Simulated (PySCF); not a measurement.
# C4H3BF2O: the cost of one run

Programs: PySCF 2.14.0, with density-fitted response routines of our own. Each step states its level of theory. These are calculated values for one molecule in the gas phase, unless marked as measured. Atoms are numbered from 0 throughout.

## 1. The starting structure

11 atoms, charge 0, multiplicity 1; geometry from: GFN2-xTB. The atoms were then displaced at random by about 0.01 Å, so the start is not that level's minimum.

Bonds of the start (Å): C0–C1 1.31, C1–C2 1.34, C2–C3 1.45, C3–O4 1.20, C2–B5 1.55, B5–F6 1.32, B5–F7 1.30, C0–H8 1.08, C0–H9 1.06, C3–H10 1.14.

## 2. Geometry optimisation at PBE0-D3(BJ)/def2-SVP

What the job is given:

```
{"job": {"xc": "PBE0", "basis": "def2-SVP", "d3": "d3bj", "grid": 1, "shake": 0.01, "kind": "geom"}, "charge": 0, "multiplicity": 1}
C      2.122260    -0.479100     0.513590
C      0.875820    -0.192810     0.209450
C     -0.399990     0.054380    -0.107480
C     -1.219930    -1.078240    -0.487240
O     -0.920310    -2.238150    -0.558620
B     -0.966140     1.499290    -0.071700
F     -0.236620     2.549370     0.258880
F     -2.202390     1.762160    -0.376540
H      2.401460    -0.678730     1.537170
H      2.877750    -0.458280    -0.225350
H     -2.293800    -0.765720    -0.707820
```

The run is started by

```bash
OMP_NUM_THREADS=1 python probes_run.py task.json out
```

One launch serves the whole session: the jobs run in the order shown.

Q: Estimate the wall time and peak memory of this first job on 1 thread of Arm Neoverse V2, shared host.

About 80 s, with a peak of 0.52 GiB.
